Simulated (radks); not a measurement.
**Taking charge from the 4p level of Br in fractions**

An exercise on one series of results from a longer session: the logs are not shown, and one member is left open.

Program: radks (a radial shooting solver on a logarithmic mesh, Libxc functionals) version 1. Level of theory: non-relativistic Kohn-Sham, r2SCAN, spin-polarised, spherical densities, point nucleus. These are calculated values, not measurements, unless marked.

### Starting point

```
element       : bromine (Z = 35)
charge        : 0
electrons     : 35
configuration : [Ar] 3d10 4s2 4p(up 3, down 2)
```

A shell typed twice in an input gives spin up, then spin down.

The first run:

Input:

```text
Z 35
configuration [Ar] 3d10 4s2 4p3 4p2
relativity non-relativistic
functional r2scan,r2scan
spin polarised
nucleus point
```

Steps of the session up to this table: Start: [Ar] 3d10 4s2 4p(up 3, down 2).

One table of the session follows, with a row left open; its other results are not shown here.

It belongs to the step «Start: [Ar] 3d10 4s2 4p(up 3, down 2)». Radial moments (bohr):

| level | <r> | outermost maximum (interpolated) | 90 % within | nodes |
| --- | --- | --- | --- | --- |
| 3p up | 0.5681 | 0.485 | 0.866 | 1 |
| 3p down | 0.5680 | 0.485 | 0.866 | 1 |
| 3d up | 0.5883 | 0.432 | 0.967 | 0 |
| 3d down | 0.5873 | 0.432 | 0.965 | 0 |
| 4s up | 1.715 | 1.45 | 2.56 | 3 |
| 4s down | 1.721 | 1.45 | 2.58 | 3 |
| 4p up | 2.086 | 1.67 | 3.21 | 2 |
| 4p down | ? | ? | ? | ? |

Q: Estimate the row for 4p down from the others.

The run gave: <r>: 2.114; outermost maximum (interpolated): 1.68; 90 % within: 3.27; nodes: 2. In the column «<r>» it is the highest.
